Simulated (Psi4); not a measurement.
**BNH2Br2 (SMILES NB(Br)Br), step by step**

Wanted: a series of 10 runs (PBE-D4/def2-SVP, PBE0-D4/def2-TZVP, PBE-D4/def2-TZVPP, r2SCAN-D4/def2-TZVPP, B3LYP-D4/def2-TZVPP, PBE0-D4/def2-TZVPP, wB97M-V/def2-TZVPP, CCSD(T)/def2-TZVPP, and more) of BNH2Br2. The job is set up through a Python script.

Program for the calculation: Psi4 1.11.

**1. Starting point**

BNH2Br2 has 6 atoms, charge 0, and is taken as a singlet. SMILES: `NB(Br)Br`. The shape is that of a GFN2-xTB, rattled optimisation. The run starts from this shape.

Bond lengths: N1–B2 1.377 Å, B2–Br3 1.961 Å, B2–Br4 1.817 Å, N1–H5 1.035 Å, N1–H6 0.995 Å. Angles: N1–B2–Br3 117.3°, N1–B2–Br4 120.5°, Br3–B2–Br4 121.9°, B2–N1–H5 119.1°, B2–N1–H6 126.0°, H5–N1–H6 113.4°.

**2. A geometry optimisation at PBE-D4/def2-SVP (density fitting) (run 1)**

File calc.py:

```python
import psi4

psi4.set_memory(4400000000)
psi4.set_num_threads(2)
psi4.set_output_file('bbr2h2n.out', False)

geom = psi4.geometry("""
0 1
N      0.632482     0.223146     0.448959
B     -0.397778    -0.152240    -0.383739
Br    -1.915247     1.079890    -0.546739
Br    -0.254760    -1.641527    -1.415362
H      1.422964    -0.428239     0.596740
H      0.612294     0.973809     1.101906
symmetry c1
""")

psi4.set_options({
    'basis': 'def2-SVP',
    'scf_type': 'df',
    'geom_maxiter': 60,
    'max_force_g_convergence': 0.0005,
})

e = psi4.optimize('pbe-d4', molecule=geom)
print(f'pbe-d4 energy: {e:.10f} Eh')
print(geom.to_string(dtype='xyz', units='Angstrom'))
for k, v in sorted(psi4.core.scalar_variables().items()):
    print(f'{k:45s} {v:18.10f}')
```

On the command line:

```sh
$ python calc.py
```

bbr2h2n.out:

```text
[...]
  Running in c1 symmetry.
[...]
  Nuclear repulsion =  432.107243073429458
[...]
  Multiplicity = 1
[...]
  Nalpha       = 42
  Nbeta        = 42
[...]
    Number of basis functions: 102
[...]
   @DF-RKS iter   1: -5226.78763427984359   -1.93695e+00   2.09866e-02 DIIS/ADIIS
[...]
   @DF-RKS iter   7: -5227.68757308492059   -1.33696e-10   6.97671e-09 DIIS
[...]
  @DF-RKS Final Energy: -5227.68757308492059
   => Energetics <=
    Nuclear Repulsion Energy =            423.7791832555926135
    One-Electron Energy =               -8118.4063024205379406
    Two-Electron Energy =                2660.4600376019698160
    DFT Exchange-Correlation Energy =    -193.5146216093248768
    Empirical Dispersion Energy =          -0.0058699126199887
    VV10 Nonlocal Energy =                  0.0000000000000000
    Total Energy =                      -5227.6875730849205866
[...]
 Multipole Moments:
 ------------------------------------------------------------------------------------
     Multipole            Electronic (a.u.)      Nuclear  (a.u.)        Total (a.u.)
 ------------------------------------------------------------------------------------
 L = 1.  Multiply by 2.5417464519 to convert [e a0] to [Debye]
 Dipole X            :         -5.6166420            6.4766016            0.8599596
 Dipole Y            :         -1.6314618            1.8793963            0.2479344
 Dipole Z            :         -4.8875835            5.6517955            0.7642119
 Magnitude           :                                                    1.1768695
[...]
  -Total Gradient:
     Atom            X                  Y                   Z
    ------   -----------------  -----------------  -----------------
       1        0.000477618591    -0.000138285197    -0.000524404632
       2       -0.000060694295     0.000347622224     0.000399948390
       3       -0.000110395074    -0.000060771306    -0.000113807538
       4       -0.000034461421    -0.000036361083    -0.000037605147
       5       -0.000100399962    -0.000044094085     0.000160166701
       6       -0.000301653423    -0.000104987771     0.000002917567
[...]
```

On the terminal:

```text
Optimizer: Optimization complete!
pbe-d4 energy: -5227.6875730849 Eh
6
0 1 BBr2H2N
N                     1.544878729406     0.450151067884     1.340003819943
B                     0.515057902319     0.150548077190     0.448122055746
Br                   -1.011586762649     1.330246798565     0.298543254630
Br                    0.616041592042    -1.445471022201    -0.642236825468
H                     2.360616374378    -0.151146523815     1.458765630344
H                     1.521293961709     1.274730156377     1.940673694590

CURRENT ENERGY                                  -5227.6875730849
CURRENT REFERENCE ENERGY                        -5227.6875730849
DD SOLVATION ENERGY                                 0.0000000000
DFT FUNCTIONAL TOTAL ENERGY                     -5227.6817031723
DFT TOTAL ENERGY                                -5227.6875730849
DFT VV10 ENERGY                                     0.0000000000
DFT XC ENERGY                                    -193.5146216093
DISPERSION CORRECTION ENERGY                       -0.0058699126
GRID ELECTRONS ALPHA                               41.9999982163
GRID ELECTRONS BETA                                41.9999982163
GRID ELECTRONS TOTAL                               83.9999964326
NUCLEAR REPULSION ENERGY                          423.7791832556
ONE-ELECTRON ENERGY                             -8118.4063024205
OPTIMIZATION ITERATIONS                             5.0000000000
PBE-D4(BJ,EEQ)ATM DISPERSION CORRECTION ENERGY      -0.0058699126
PCM POLARIZATION ENERGY                             0.0000000000
PE ENERGY                                           0.0000000000
SCF ITERATION ENERGY                            -5227.6875730849
SCF ITERATIONS                                      7.0000000000
SCF TOTAL ENERGY                                -5227.6875730849
TWO-ELECTRON ENERGY                              2660.4600376020
XC GRID RADIAL POINTS                              75.0000000000
XC GRID SPHERICAL POINTS                          302.0000000000
XC GRID TOTAL POINTS                           127394.0000000000
```

Run time: 23 s. Hardware: 2 threads of Intel Xeon Platinum 8375C at 2.90GHz (Ice Lake), shared host; peak memory 0.66 GiB.

Steps, from the record of the run:

```csv
step,energy from the first frame kept (eV),largest force (eV/Å)
0,0.0000,2.6439
1,-0.1788,0.7128
2,-0.1915,0.3291
3,-0.1995,0.0615
4,-0.2000,0.0372
```

After the run. Bond lengths: N1–B2 1.395 Å, B2–Br3 1.935 Å, B2–Br4 1.936 Å, N1–H5 1.020 Å, N1–H6 1.020 Å. Angles: N1–B2–Br3 120.1°, N1–B2–Br4 119.9°, Br3–B2–Br4 120.0°, B2–N1–H5 122.6°, B2–N1–H6 122.2°, H5–N1–H6 115.2°.

**3. A geometry optimisation at PBE0-D4/def2-TZVP (density fitting) (run 2)**

File job.py:

```python
import psi4

psi4.set_memory('4400 MB')
psi4.set_num_threads(2)
psi4.core.set_output_file('psi4.out', False)

mol = psi4.geometry("""
0 1
N      0.653823     0.221200     0.522802
B     -0.375998    -0.078403    -0.369079
Br    -1.902642     1.101296    -0.518658
Br    -0.275014    -1.674422    -1.459438
H      1.469561    -0.380097     0.641564
H      0.630238     1.045779     1.123472
units angstrom
symmetry c1
""")

psi4.set_options({
    'scf_type': 'df',
    'geom_maxiter': 50,
    'max_force_g_convergence': 0.0002,
})

result = psi4.optimize("pbe0-d4/def2-TZVP", molecule=mol)
print(f'pbe0-d4/def2-TZVP energy: {result:.10f} Eh')
mol.save_xyz_file('final.xyz', False)
for k, v in sorted(psi4.core.scalar_variables().items()):
    print(f'{k:45s} {v:18.10f}')
```

On the command line:

```sh
$ python job.py
```

psi4.out:

```text
[...]
  Running in c1 symmetry.
[...]
  Nuclear repulsion =  423.779217933835071
[...]
  Multiplicity = 1
[...]
  Nalpha       = 42
  Nbeta        = 42
[...]
    Number of basis functions: 170
[...]
   @DF-RKS iter   1: -5227.77699628066875   -2.42509e+00   1.30239e-02 DIIS/ADIIS
[...]
   @DF-RKS iter   7: -5228.58772673781732   -3.00133e-11   9.14499e-09 DIIS
[...]
  @DF-RKS Final Energy: -5228.58772673781732
   => Energetics <=
    Nuclear Repulsion Energy =            426.9971139699208038
    One-Electron Energy =               -8125.9423981192558131
    Two-Electron Energy =                2616.5227576411525661
    DFT Exchange-Correlation Energy =    -146.1602032466239223
    Empirical Dispersion Energy =          -0.0049969830113045
    VV10 Nonlocal Energy =                  0.0000000000000000
    Total Energy =                      -5228.5877267378173201
[...]
 Multipole Moments:
 ------------------------------------------------------------------------------------
     Multipole            Electronic (a.u.)      Nuclear  (a.u.)        Total (a.u.)
 ------------------------------------------------------------------------------------
 L = 1.  Multiply by 2.5417464519 to convert [e a0] to [Debye]
 Dipole X            :         -5.5973676            6.4161195            0.8187520
 Dipole Y            :         -1.6259498            1.8627586            0.2368088
 Dipole Z            :         -4.8850350            5.6047943            0.7197593
 Magnitude           :                                                    1.1155656
[...]
  -Total Gradient:
     Atom            X                  Y                   Z
    ------   -----------------  -----------------  -----------------
       1        0.000310246144     0.000045063864     0.000007796199
       2       -0.000178273696     0.000069070139    -0.000165761203
       3       -0.000056382533     0.000047966683     0.000051745779
       4        0.000036239228    -0.000121048971    -0.000009383960
       5       -0.000149723638     0.000058555301     0.000052665198
       6       -0.000067205330    -0.000130254815    -0.000028820935
[...]
```

The script printed:

```text
Some dependencies such as QCElemental have not yet finished migration to pydantic v2. If issues are encountered please downgrade pydantic or upgrade QCElemental as appropriate
Optimizer: Optimization complete!
pbe0-d4/def2-TZVP energy: -5228.5877267378 Eh
CURRENT ENERGY                                  -5228.5877267378
CURRENT REFERENCE ENERGY                        -5228.5877267378
DD SOLVATION ENERGY                                 0.0000000000
DFT FUNCTIONAL TOTAL ENERGY                     -5228.5827297548
DFT TOTAL ENERGY                                -5228.5877267378
DFT VV10 ENERGY                                     0.0000000000
DFT XC ENERGY                                    -146.1602032466
DISPERSION CORRECTION ENERGY                       -0.0049969830
GRID ELECTRONS ALPHA                               42.0000014522
GRID ELECTRONS BETA                                42.0000014522
GRID ELECTRONS TOTAL                               84.0000029044
NUCLEAR REPULSION ENERGY                          426.9971139699
ONE-ELECTRON ENERGY                             -8125.9423981193
OPTIMIZATION ITERATIONS                             3.0000000000
PBE0-D4(BJ,EEQ)ATM DISPERSION CORRECTION ENERGY      -0.0049969830
PCM POLARIZATION ENERGY                             0.0000000000
PE ENERGY                                           0.0000000000
SCF ITERATION ENERGY                            -5228.5877267378
SCF ITERATIONS                                      7.0000000000
SCF TOTAL ENERGY                                -5228.5877267378
TWO-ELECTRON ENERGY                              2616.5227576412
XC GRID RADIAL POINTS                              75.0000000000
XC GRID SPHERICAL POINTS                          302.0000000000
XC GRID TOTAL POINTS                           128827.0000000000
```

It took 29 s on 2 threads of Intel Xeon Platinum 8375C at 2.90GHz (Ice Lake), shared host; peak memory 0.99 GiB.

The path in brief:

```csv
step,energy from the first frame kept (eV),largest force (eV/Å)
0,0.0000,0.6550
1,-0.0182,0.0722
2,-0.0185,0.0161
```

After the run. Bond lengths: N1–B2 1.381 Å, B2–Br3 1.922 Å, B2–Br4 1.923 Å, N1–H5 1.006 Å, N1–H6 1.006 Å. Angles: N1–B2–Br3 120.1°, N1–B2–Br4 120.0°, Br3–B2–Br4 119.9°, B2–N1–H5 122.4°, B2–N1–H6 122.3°, H5–N1–H6 115.3°.

Run 3 isn't shown in full; the table further down has it.

**4. A single-point energy at PBE-D4/def2-TZVPP (density fitting) (run 4)**

File bbr2h2n.py:

```python
import psi4

psi4.set_memory('4400 MB')
psi4.set_num_threads(2)
psi4.core.set_output_file('bbr2h2n.out', False)

geom = psi4.geometry("""
N      0.638389     0.215843     0.516097
B     -0.378046    -0.079410    -0.370582
Br    -1.895041     1.091819    -0.521032
Br    -0.279138    -1.663751    -1.455216
H      1.444952    -0.374505     0.626735
H      0.619448     1.032131     1.103223
symmetry c1
""")

options = {'basis': 'def2-TZVPP', 'scf_type': 'df', 'dft_radial_points': 99, 'dft_spherical_points': 590}
psi4.set_options(options)

E, wfn = psi4.energy("pbe-d4", molecule=geom, return_wfn=True)
print(f'pbe-d4 energy: {E:.10f} Eh')
for k, v in sorted(psi4.core.scalar_variables().items()):
    print(f'{k:45s} {v:18.10f}')
```

On the command line:

```sh
$ python bbr2h2n.py
```

bbr2h2n.out:

```text
[...]
  Running in c1 symmetry.
[...]
  Nuclear repulsion =  426.997169010149946
[...]
  Multiplicity = 1
[...]
  Nalpha       = 42
  Nbeta        = 42
[...]
    Number of basis functions: 186
[...]
   @DF-RKS iter   1: -5227.34783406350743   -1.93005e+00   1.30133e-02 ADIIS/DIIS
[...]
   @DF-RKS iter  10: -5228.40213912341187   -2.98733e-08   7.22243e-08 DIIS
[...]
    Orbital Energies [Eh]
    ---------------------
    Doubly Occupied:
       1A   -481.009002     2A   -481.008963     3A    -61.814137
       4A    -61.814097     5A    -55.727493     6A    -55.727452
       7A    -55.725133     8A    -55.725093     9A    -55.724659
      10A    -55.724619    11A    -14.009626    12A     -8.409602
      13A     -8.409562    14A     -6.586775    15A     -6.284387
      16A     -6.284346    17A     -6.277347    18A     -6.277307
      19A     -6.275959    20A     -6.275918    21A     -2.486994
      22A     -2.486951    23A     -2.485225    24A     -2.485184
      25A     -2.484254    26A     -2.484212    27A     -2.478949
      28A     -2.478911    29A     -2.478908    30A     -2.478871
      31A     -0.827771    32A     -0.725913    33A     -0.705788
      34A     -0.493294    35A     -0.492666    36A     -0.392049
[...]
  @DF-RKS Final Energy: -5228.40213912341187
   => Energetics <=
    Nuclear Repulsion Energy =            426.9971690101499462
    One-Electron Energy =               -8124.9751264798942429
    Two-Electron Energy =                2663.0951467856029922
    DFT Exchange-Correlation Energy =    -193.5134204675846377
    Empirical Dispersion Energy =          -0.0059079716854091
    VV10 Nonlocal Energy =                  0.0000000000000000
    Total Energy =                      -5228.4021391234118710
[...]
 Multipole Moments:
 ------------------------------------------------------------------------------------
     Multipole            Electronic (a.u.)      Nuclear  (a.u.)        Total (a.u.)
 ------------------------------------------------------------------------------------
 L = 1.  Multiply by 2.5417464519 to convert [e a0] to [Debye]
 Dipole X            :         -5.6118937            6.4161184            0.8042246
 Dipole Y            :         -1.6301412            1.8627592            0.2326180
 Dipole Z            :         -4.8978951            5.6047941            0.7068990
 Magnitude           :                                                    1.0957165
[...]
```

Standard output:

```text
pbe-d4 energy: -5228.4021391234 Eh
CURRENT ENERGY                                  -5228.4021391234
CURRENT REFERENCE ENERGY                        -5228.4021391234
DD SOLVATION ENERGY                                 0.0000000000
DFT FUNCTIONAL TOTAL ENERGY                     -5228.3962311517
DFT TOTAL ENERGY                                -5228.4021391234
DFT VV10 ENERGY                                     0.0000000000
DFT XC ENERGY                                    -193.5134204676
DISPERSION CORRECTION ENERGY                       -0.0059079717
GRID ELECTRONS ALPHA                               41.9999992061
GRID ELECTRONS BETA                                41.9999992061
GRID ELECTRONS TOTAL                               83.9999984123
NUCLEAR REPULSION ENERGY                          426.9971690101
ONE-ELECTRON ENERGY                             -8124.9751264799
PBE-D4(BJ,EEQ)ATM DISPERSION CORRECTION ENERGY      -0.0059079717
PCM POLARIZATION ENERGY                             0.0000000000
PE ENERGY                                           0.0000000000
SCF ITERATION ENERGY                            -5228.4021391234
SCF ITERATIONS                                     10.0000000000
SCF TOTAL ENERGY                                -5228.4021391234
TWO-ELECTRON ENERGY                              2663.0951467856
XC GRID RADIAL POINTS                              99.0000000000
XC GRID SPHERICAL POINTS                          590.0000000000
XC GRID TOTAL POINTS                           330212.0000000000
```

Run time: 14 s. Hardware: 2 threads of Intel Xeon Platinum 8375C at 2.90GHz (Ice Lake), shared host; peak memory 1.8 GiB.

Runs 5 to 9 aren't shown in full; the table further down has their settings and results.

**5. The energy at MP2/def2-QZVPP (density fitting, density fitting for correlation) (run 10)**

File run.py:

```python
import psi4

psi4.set_memory(4400000000)
psi4.set_num_threads(2)
psi4.core.set_output_file('psi4.out', False)

molecule = psi4.geometry("""
0 1
N
B 1 1.380766
Br 2 1.922417 1 120.05772
Br 2 1.922589 1 120.04106 3 -179.93035
H 1 1.005632 2 122.38042 3 179.65902
H 1 1.005685 5 115.30031 2 179.42632
symmetry c1
""")

psi4.set_options({
    'basis': 'def2-QZVPP',
    'scf_type': 'df',
    'num_frozen_docc': 20,
})

e = psi4.energy("mp2", molecule=molecule)
print('E =', round(e, 9))
```

On the command line:

```sh
$ python run.py
```

psi4.out:

```text
[...]
  Running in c1 symmetry.
[...]
  Nuclear repulsion =  426.997178074250201
[...]
  Multiplicity = 1
[...]
  Nalpha       = 42
  Nbeta        = 42
[...]
    Number of basis functions: 352
[...]
   @DF-RHF iter   1: -5224.77084462154562   -3.30812e+00   6.95650e-03 ADIIS/DIIS
[...]
   @DF-RHF iter  12: -5225.39511473318998   -2.09184e-11   2.60424e-09 DIIS
[...]
    Orbital Energies [Eh]
    ---------------------
    Doubly Occupied:
       1A   -490.020884     2A   -490.020842     3A    -65.161834
       4A    -65.161790     5A    -58.516843     6A    -58.516800
       7A    -58.516240     8A    -58.516196     9A    -58.516104
      10A    -58.516060    11A    -15.585617    12A     -9.835046
      13A     -9.835002    14A     -7.711235    15A     -7.445086
      16A     -7.445041    17A     -7.441412    18A     -7.441367
      19A     -7.440841    20A     -7.440797    21A     -3.188073
      22A     -3.188028    23A     -3.186048    24A     -3.186003
      25A     -3.185271    26A     -3.185226    27A     -3.180525
      28A     -3.180500    29A     -3.180480    30A     -3.180455
      31A     -1.204294    32A     -1.039259    33A     -1.008898
      34A     -0.732571    35A     -0.716719    36A     -0.578879
[...]
  @DF-RHF Final Energy: -5225.39511473318998
   => Energetics <=
    Nuclear Repulsion Energy =            426.9971780742502006
    One-Electron Energy =               -8126.9839967715615785
    Two-Electron Energy =                2474.5917039641212796
    Total Energy =                      -5225.3951147331899847
[...]
 Multipole Moments:
 ------------------------------------------------------------------------------------
     Multipole            Electronic (a.u.)      Nuclear  (a.u.)        Total (a.u.)
 ------------------------------------------------------------------------------------
 L = 1.  Multiply by 2.5417464519 to convert [e a0] to [Debye]
 Dipole X            :          0.0014702           -0.0060355           -0.0045653
 Dipole Y            :          0.0006099           -0.0013590           -0.0007491
 Dipole Z            :          7.6007977           -8.7206730           -1.1198753
 Magnitude           :                                                    1.1198848
[...]
```

The script printed:

```text
E = -5226.913861015
```

Wall time 14 s (2 threads of Intel Xeon Platinum 8375C at 2.90GHz (Ice Lake), shared host); peak memory 1.4 GiB.

**6. All runs side by side**

```csv
run,level,geom maxiter,max force g convergence,energy (Eh),dipole moment (D),HOMO energy (eV),LUMO energy (eV),wall time
1,PBE-D4/def2-SVP (density fitting),60,0.0005,-5227.687573,2.99,-6.58,-0.85,23 s
2,PBE0-D4/def2-TZVP (density fitting),50,0.0002,-5228.587727,2.84,-8.11,-0.19,29 s
3,PBE0-D4/def2-TZVP (density fitting),–,–,-5228.587727,2.84,–,–,4.6 min
4,PBE-D4/def2-TZVPP (density fitting),–,–,-5228.402139,2.79,-6.81,-1.12,14 s
5,r2SCAN-D4/def2-TZVPP (density fitting),–,–,-5229.203184,2.85,-7.15,-0.83,32 s
6,B3LYP-D4/def2-TZVPP (density fitting),–,–,-5229.345946,2.80,-7.83,-0.36,13 s
7,PBE0-D4/def2-TZVPP (density fitting),–,–,-5228.589361,2.83,-8.11,-0.19,13 s
8,wB97M-V/def2-TZVPP (density fitting),–,–,-5228.960455,2.84,-10.36,1.84,35 s
9,"CCSD(T)/def2-TZVPP (density fitting, density fitting for correlation)",–,–,-5226.204716,–,-11.03,3.13,5.6 min
10,"MP2/def2-QZVPP (density fitting, density fitting for correlation)",–,–,-5226.913861,–,-11.04,2.67,14 s
```

**7. Outcome**

| quantity | value |
| --- | --- |
| run 10, MP2/def2-QZVPP: total energy | -5226.91386 Eh |
| run 10, MP2/def2-QZVPP: HOMO energy (Hartree–Fock orbitals) | -11.04 eV |
| run 10, MP2/def2-QZVPP: LUMO energy (Hartree–Fock orbitals) | 2.67 eV |
| run 10, MP2/def2-QZVPP: HOMO–LUMO gap (Hartree–Fock orbitals) | 13.71 eV |
| run 10, MP2/def2-QZVPP: correlation energy (20 core orbitals frozen) | -1518.7 mEh |

What this shows: Over runs 3, 4, 5, 6, 7, 8 the dipole moment (its size) runs from 2.79 D (PBE-D4/def2-TZVPP) to 2.85 D (r2SCAN-D4/def2-TZVPP). Over runs 4, 5, 6, 7, 8 the HOMO–LUMO gap runs from 5.69 eV (PBE-D4/def2-TZVPP) to 12.21 eV (wB97M-V/def2-TZVPP). Totals of different functionals can't be ranked against each other. All runs together took 13 min, the longest 5.6 min.
